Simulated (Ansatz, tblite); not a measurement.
# The cluster Rh5−: a ladder of methods and basis sets

How do method and basis change the picture of the cluster Rh5− (singlet)?

Method: as each input shows; program: Ansatz 0.2.0, Gaussian basis.

Plan: GFN1-xTB, GFN2-xTB, PBE-D4/def2-TZVPD, r2SCAN-D4/def2-TZVPD, LC-ωPBE/def2-TZVPD, B97M-V/def2-TZVPD, r2SCANh-D4/def2-TZVPD, MP2/def2-TZVPD, RPA/def2-TZVPD.

6 further runs of the same task are left out: 2 that didn't finish, 4 set aside as unsound or not needed. Runs told in other sessions of the task aren't counted.

### 1 The geometry

The geometry is that of the singlet, from an earlier relaxation (B3LYP-D4/def2-SVPD). At that level it is the lowest of the isomers that a small search found.

5 atoms, charge -1, spin multiplicity 1.

Bond lengths: Rh1–Rh2 2.437 Å, Rh1–Rh3 2.663 Å, Rh1–Rh4 2.437 Å, Rh1–Rh5 2.659 Å, Rh2–Rh3 2.456 Å, Rh2–Rh4 3.308 Å, Rh2–Rh5 2.456 Å, Rh3–Rh4 2.456 Å, Rh4–Rh5 2.456 Å. Angles: Rh2–Rh1–Rh3 57.4°, Rh2–Rh1–Rh4 85.5°, Rh2–Rh1–Rh5 57.4°, Rh3–Rh1–Rh4 57.4°, Rh3–Rh1–Rh5 85.6°, Rh4–Rh1–Rh5 57.4°, Rh1–Rh2–Rh3 66.0°, Rh1–Rh2–Rh4 47.2°, Rh1–Rh2–Rh5 65.8°, Rh3–Rh2–Rh4 47.7°, Rh3–Rh2–Rh5 94.8°, Rh4–Rh2–Rh5 47.7°, Rh1–Rh3–Rh2 56.7°, Rh1–Rh3–Rh4 56.7°, Rh2–Rh3–Rh4 84.7°, Rh1–Rh4–Rh2 47.2°, Rh1–Rh4–Rh3 66.0°, Rh1–Rh4–Rh5 65.8° and more.

Rh takes a core potential in the def2 sets. No spin-orbit coupling is included. The ion is computed in the gas phase, without counter-ions or solvent.

PBE0-D4/def2-TZVPD was run before; its log isn't repeated, and its numbers join the tables.

### 2 GFN1-xTB

Tight binding, by tblite at 300 K electronic temperature and without a spin-polarisation term:

```python
tblite.interface.Calculator('GFN1-xTB', numbers, positions, charge=-1, uhf=0).singlepoint()
```

Energy -553.4426 eV, HOMO -5.06 eV, LUMO -4.85 eV; 0.007 s.

### 3 GFN2-xTB

Tight binding, by tblite at 300 K electronic temperature and without a spin-polarisation term:

```python
tblite.interface.Calculator('GFN2-xTB', numbers, positions, charge=-1, uhf=0).singlepoint()
```

Energy -549.6885 eV, HOMO -1.47 eV, LUMO -1.27 eV; 0.008 s.

### 4 PBE-D4/def2-TZVPD

start.molden holds the orbitals of an earlier run on this state, given as this run's starting guess.

in.yaml reads:

```yaml
crystal:
  periodic: [false, false, false]
  atoms:
    - {symbol: Rh, position_ang: [-0.125147, 0.316071, 1.457820]}
    - {symbol: Rh, position_ang: [-1.303820, 0.871879, -0.601235]}
    - {symbol: Rh, position_ang: [1.104796, 1.345590, -0.668043]}
    - {symbol: Rh, position_ang: [1.352851, -0.995186, 0.031634]}
    - {symbol: Rh, position_ang: [-1.028679, -1.538354, -0.220187]}
basis:
  gaussian: {orbitals: def2-TZVPD, initial_orbitals: start.molden}
total_charge: -1
hamiltonian: {xc: pbe, dispersion: d4}
scf: {omitted_lower_state_checks: [starts]}
output: {forces: true, orbitals: {seedname: orbitals}}
```

Command:

```
> ansatz run in.yaml --threads 4 --pin off --events-out ev --progress --plain --max-ram 4787MiB
```

After this run come: r2SCAN-D4/def2-TZVPD; LC-ωPBE/def2-TZVPD; B97M-V/def2-TZVPD; r2SCANh-D4/def2-TZVPD; MP2/def2-TZVPD; RPA/def2-TZVPD.

Q: Predict the results of all the runs planned. Wanted: gap in def2-TZVPD, named functionals, smallest and largest; correlation energy, MP2/def2-TZVPD.

The runs gave:

```
                                                  quantity                                value
gap in def2-TZVPD, named functionals, smallest and largest  0.03 eV (B97M-V), 4.94 eV (LC-ωPBE)
                        correlation energy, MP2/def2-TZVPD                            -74.62 eV
```

Over the named functionals in def2-TZVPD the gap runs from 0.03 eV (B97M-V) to 4.94 eV (LC-ωPBE); exact exchange widens it. PBE-D4, r2SCAN-D4, B97M-V, r2SCANh-D4, PBE0-D4 put the HOMO above zero; others here keep it below zero, so the sign hangs on the functional's self-interaction and doesn't show that the species is unbound.
